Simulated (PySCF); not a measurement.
**IrSCl₂: sextet, from a trigonal pyramidal start**

Aim: relax IrSCl₂ as a sextet from a trigonal pyramidal start, check by its vibrations whether the end is a minimum, and collect its spectrum and constants.

The runs use PySCF 2.14.0; B3LYP, basis Ir def2-SVP with ECP60, S def2-SVP, Cl def2-SVP, scalar-relativistic core potentials, no spin–orbit coupling, density fitting.

### Step 1. Starting geometry

4 atoms, charge 0, spin multiplicity 6.

Bond lengths: Ir1–S2 2.090 Å, Ir1–Cl3 2.210 Å, Ir1–Cl4 2.210 Å. Angles: S2–Ir1–Cl3 99.8°, S2–Ir1–Cl4 99.8°, Cl3–Ir1–Cl4 99.8°.

```xyz
4
charge 0 multiplicity 6
Ir    0.0000    0.0000    0.0000
S    -0.9227   -1.5981    0.9812
Cl    1.9513    0.0000    1.0375
Cl   -0.9757    1.6899    1.0375
```

### Step 2. Finding the electronic state

The steps below are one call of a driver around PySCF. For each, scf.py gives the equivalent set-up of the SCF; relaxations use the driver's own optimiser. After this first run the driver tries any further starts and a stability analysis.

Contents of scf.py:

```python
from pyscf import gto, scf, dft
mol = gto.M(atom='''
Ir     0.000000     0.000000     0.000000
S     -0.922700    -1.598100     0.981200
Cl     1.951300     0.000000     1.037500
Cl    -0.975700     1.689900     1.037500''',
    basis={'Ir': 'def2-SVP', 'S': 'def2-SVP', 'Cl': 'def2-SVP'},
    ecp={'Ir': 'def2-SVP'},
    charge=0, spin=5)
mf = dft.UKS(mol, xc='B3LYP')
mf.grids.atom_grid = (50, 194)
aux = {'Ir': 'def2-universal-JKFIT', 'S': 'def2-universal-JKFIT', 'Cl': 'def2-universal-JKFIT'}
mf = mf.density_fit(auxbasis=aux)
mf.conv_tol = 1e-08
mf.diis_space = 10
mf.max_cycle = 60
mf.init_guess = 'minao'
mf.verbose = 4
mf.kernel()
```

Started as:

```bash
$ OMP_NUM_THREADS=2 python axn.py task.json out
```

The log of the run:

```text
init E= -1410.93782772291
[... the frontier-level lines of each cycle are left out ...]
cycle= 1 E= -1421.87423265559  delta_E= -10.9  |g|= 1.12  |ddm|= 5.85
cycle= 2 E= -1414.82300340898  delta_E= 7.05  |g|= 3.14  |ddm|= 9.11
cycle= 3 E= -1422.53740798475  delta_E= -7.71  |g|= 0.151  |ddm|= 8.93
cycle= 4 E= -1422.52545667657  delta_E= 0.012  |g|= 0.254  |ddm|= 0.429
cycle= 5 E= -1422.55284073749  delta_E= -0.0274  |g|= 0.105  |ddm|= 0.196
cycle= 6 E= -1422.55523860679  delta_E= -0.0024  |g|= 0.078  |ddm|= 0.0645
cycle= 7 E= -1422.55759656575  delta_E= -0.00236  |g|= 0.0392  |ddm|= 0.0612
cycle= 8 E= -1422.55832850929  delta_E= -0.000732  |g|= 0.00648  |ddm|= 0.0386
cycle= 9 E= -1422.55835310191  delta_E= -2.46e-05  |g|= 0.000589  |ddm|= 0.00781
cycle= 10 E= -1422.55835361141  delta_E= -5.09e-07  |g|= 0.000502  |ddm|= 0.0021
cycle= 11 E= -1422.55835386706  delta_E= -2.56e-07  |g|= 0.000213  |ddm|= 0.00108
cycle= 12 E= -1422.55835393002  delta_E= -6.3e-08  |g|= 6.24e-05  |ddm|= 0.00069
cycle= 13 E= -1422.55835393745  delta_E= -7.44e-09  |g|= 5.24e-05  |ddm|= 0.000261
Extra cycle  E= -1422.55835393256  delta_E= 4.89e-09  |g|= 0.000121  |ddm|= 0.000219
converged SCF energy = -1422.55835393256  <S^2> = 8.7596547  2S+1 = 6.0032174
```

This step, with its further starts and checks, ran for 34 s (2 threads of AMD EPYC 7R43 (Zen 3), shared host).

The starts that the driver tried:

| start | energy (Eh) |
| --- | --- |
| the minimal-basis guess | -1422.558354 |
| a thermally smeared density | -1422.558354 |
| a smeared PBE density | -1422.558354 |

The test of internal stability and the other starts found no lower solution of this spin.

### Step 3. Trigonal pyramidal start, sextet: relaxation

The program finds Cs symmetry in the start, which this walk keeps. Threshold on the gradient: 0.0003 Eh/bohr, with a further test on the energy change.

Edit scf.py of step 2 so:

```diff
@@ -3,4 +3,4 @@
-Ir     0.000000     0.000000     0.000000
-S     -0.922700    -1.598100     0.981200
-Cl     1.951300     0.000000     1.037500
-Cl    -0.975700     1.689900     1.037500''',
+Ir    -0.015658    -0.027124    -0.352462
+S     -0.938335    -1.625237     0.628738
+Cl     1.935660    -0.027137     0.685048
+Cl    -0.991338     1.662767     0.685028''',
@@ -17 +16,0 @@
-mf.init_guess = 'minao'
```

Energy and gradient, step by step:

| step | energy (Eh) | change (kJ/mol) | largest symmetric gradient (Eh/bohr) |
| --- | --- | --- | --- |
| 0 | -1422.558354 | 0.00 | 0.05356 |
| 1 | -1422.579527 | -55.59 | 0.01611 |
| 2 | -1422.585817 | -72.11 | 0.01226 |
| 3 | -1422.588239 | -78.46 | 0.01161 |
| 4 | -1422.588929 | -80.27 | 0.00805 |
| 5 | -1422.589418 | -81.56 | 0.00253 |
| 6 | -1422.589478 | -81.71 | 0.00023 |
| 7 | -1422.589479 | -81.72 | 0.00013 |

The walk took 49 s.

It settles in Cs symmetry, 81.7 kJ/mol below the start, after 7 steps: Ir–Cl 2.334 Å (×2), Ir–S 2.208 Å; Cl–Ir–Cl 109.7°, Cl–Ir–S 114.7° (×2).

### Step 4. Hessian and properties

The point was taken to the finer grid, but the Hessian ran out of time, so its nature is unknown.

### Step 5. Summary of results

| quantity | value |
| --- | --- |
| relaxations | 1 |
| converged | 1 |
| saddle points found | 0 |
| minima found | 0 |

No minimum was confirmed: the time limit cut the work short. Nothing here is shown to be an equilibrium property yet.
